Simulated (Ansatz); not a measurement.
Working through a single point in a Gaussian basis of CH6NOSb, SMILES NC[O][SbH2]

Computed with the Python package of Ansatz (0.2.0).

The script reads `ch6nosb.xyz`:
```text
10

N    -1.39660    0.18100    0.46150
C    -0.47660    0.73520   -0.51130
O     0.26660   -0.31500   -1.03780
Sb    1.94910   -0.65150    0.22300
H    -2.07660    1.00810    0.69460
H    -0.93540   -0.02830    1.32000
H     0.18210    1.53740   -0.04730
H    -0.98090    1.22160   -1.36410
H     2.56440   -1.82520   -0.84320
H     0.98700   -1.91460    1.10750
```

Notebook, run cell by cell (the value of a cell's last expression is shown):

**Cell 1**
```python
from pathlib import Path
import json

import ansatz as az
import numpy as np
```

**Cell 2**
```python
system = az.Crystal.molecule_from_extxyz("ch6nosb.xyz")
```

**Cell 3**
```python
calc = (
    system.calculation()
    .basis(gaussian="def2-SVP")
    .functional("r2scan", dispersion="d3bj")
    .forces()
    .orbitals()
)
print(calc.to_yaml())
outcome = calc.run(threads=1, pin="off", runs_dir="ch6nosb_runs")
r = outcome.report
```
Output:
```text
crystal:
  periodic: [false, false, false]
  atoms:
    - { symbol: "N", position_ang: [-1.3966, 0.181, 0.4615] }
    - { symbol: C, position_ang: [-0.4766, 0.7352, -0.5113] }
    - { symbol: O, position_ang: [0.2666, -0.315, -1.0378] }
    - { symbol: Sb, position_ang: [1.9491, -0.6515, 0.223] }
    - { symbol: H, position_ang: [-2.0766, 1.0081, 0.6946] }
    - { symbol: H, position_ang: [-0.9354, -0.0283, 1.32] }
    - { symbol: H, position_ang: [0.1821, 1.5374, -0.0473] }
    - { symbol: H, position_ang: [-0.9809, 1.2216, -1.3641] }
    - { symbol: H, position_ang: [2.5644, -1.8252, -0.8432] }
    - { symbol: H, position_ang: [0.987, -1.9146, 1.1075] }
basis:
  gaussian:
    orbitals: def2-SVP
hamiltonian:
  xc: r2scan
  dispersion: d3bj
output:
  orbitals: {}
  forces: true

DeckWarning: the engine holds no damping parameters fitted to this dispersion correction and functional, so the run takes those fitted to r2scan beside the three-body term, which d3bj leaves out (hamiltonian.dispersion, under Limitations)
```

**Cell 4**
```python
r["n_occupied"], r["n_virtual"]
```
Output:
```text
([25, 25], [73, 73])
```

**Cell 5**
```python
print("reference energy %16.6f eV" % r["reference_energy_ev"])
print("total energy     %16.6f eV" % r["free_energy_ev"])
print("occupied orbitals outside the frozen core (up, down):", r["n_occupied"], " frozen:", r["n_frozen"], " virtual:", r["n_virtual"])
```
Output:
```text
reference energy    -11204.381487 eV
total energy        -11204.437797 eV
occupied orbitals outside the frozen core (up, down): [25, 25]  frozen: 0  virtual: [73, 73]
```

**Cell 6**
```python
field = r["mean_field"]
print("<S^2> =", round(abs(field["state"]["spin_squared"]), 4), " all-electron relativity setting:", field["relativity"])
print("passes:", field["passes"])
if "symmetry" in field:
    print("occupied orbitals by irrep:", field["symmetry"]["occupied"])
```
Output:
```text
<S^2> = 0.0  all-electron relativity setting: none
passes: {'evaluations': 17, 'products': 12}
occupied orbitals by irrep: [{'A': 25}, {'A': 25}]
```

**Cell 7**
```python
symbols = [site.symbol for site in system.cartesian_sites]
print("forces (eV/A)")
for symbol, f in zip(symbols, r["forces_ev_ang"]):
    print(f"  {symbol:2s} {f[0]:9.4f} {f[1]:9.4f} {f[2]:9.4f}")
```
Output:
```text
forces (eV/A)
  N    -2.9164    2.8230   -0.8452
  C     0.5921   -0.1205    0.5176
  O     2.0805   -0.0195    0.5685
  Sb   -1.9179   -0.6666   -0.3735
  H     1.2809   -2.0311   -0.2215
  H     0.6645   -0.1371    0.9702
  H    -0.1235   -0.2130   -0.3445
  H    -0.5382   -0.0465    0.1724
  H     0.0850   -0.2000   -0.1024
  H     0.7929    0.6112   -0.3417
```

**Cell 8**
```python
charges = r["charge_distribution"]
dipole = np.array(charges["dipole_moment_e_ang"]) * 4.803205
print("dipole (D): {:.3f} {:.3f} {:.3f}, length {:.3f}".format(*dipole, np.linalg.norm(dipole)))
print("atom  Mulliken   Lowdin")
for symbol, m, l in zip(symbols, charges["mulliken_charges_e"], charges["lowdin_charges_e"]):
    print(f"{symbol:4s} {m:9.3f} {l:8.3f}")
```
Output:
```text
dipole (D): 1.795 1.693 2.071, length 3.221
atom  Mulliken   Lowdin
N       -0.262    0.045
C        0.225   -0.058
O       -0.521   -0.142
Sb       0.469    0.396
H        0.111    0.039
H        0.096   -0.034
H       -0.015   -0.053
H        0.027   -0.027
H       -0.059   -0.086
H       -0.071   -0.080
```

**Cell 9**
```python
lines = Path(r["orbitals_path"]).read_text().splitlines()
field_of = lambda key: [line.split("=")[1].strip() for line in lines if line.startswith(key)]
orbitals = [(27.211386 * float(e), s, float(n)) for e, s, n in zip(field_of("Ene="), field_of("Spin="), field_of("Occup="))]
homo = max(e for e, _, n in orbitals if n > 0.5)
lumo = min(e for e, _, n in orbitals if n < 0.5)
for e, spin, n in sorted(orbitals):
    if homo - 6 < e < lumo + 5:
        print(f"{spin:6s} {e:10.3f} eV  occupation {n:.0f}")
with open("ch6nosb.json", "w") as handle:
    json.dump({k: r[k] for k in ("free_energy_ev", "reference_energy_ev", "n_occupied", "n_virtual")}, handle, indent=1)
```
Output:
```text
Alpha     -10.961 eV  occupation 2
Alpha      -9.574 eV  occupation 2
Alpha      -8.778 eV  occupation 2
Alpha      -7.612 eV  occupation 2
Alpha      -6.867 eV  occupation 2
Alpha      -6.055 eV  occupation 2
Alpha      -5.546 eV  occupation 2
Alpha      -2.192 eV  occupation 0
Alpha      -0.902 eV  occupation 0
Alpha       0.481 eV  occupation 0
Alpha       1.909 eV  occupation 0
```

It writes `ch6nosb.json`:
```json
{
 "free_energy_ev": -11204.437796757209,
 "reference_energy_ev": -11204.381487389608,
 "n_occupied": [
  25,
  25
 ],
 "n_virtual": [
  73,
  73
 ]
}
```

What to keep in mind:
- Total energies depend on the basis set; only differences at equal settings carry meaning.
- Warnings are shown shortened and without file and line.
- The geometry is a force-field or estimated start, not a minimum of this method, and the basis set is short of its limit.
- def2 sets replace the cores of elements past krypton by effective core potentials.
- The Löwdin charges here are taken after orthogonalising the functions within each atom; they differ from plain Löwdin charges, and their signs can be unphysical.
- Alpha marks a spatial orbital of a restricted run, filled by both spins.
- Total less reference energy is the dispersion correction.
- Levels such as HOMO and LUMO are orbital energies: with these approximate functionals they aren't the ionisation energy and electron affinity, and their gap isn't the fundamental gap.
- A dispersion term here runs with damping parameters fitted for another variant or functional.
- It ran for 5.2 s on 1 thread of Arm Neoverse V2, with other jobs on the host, peak memory 0.22 GiB.
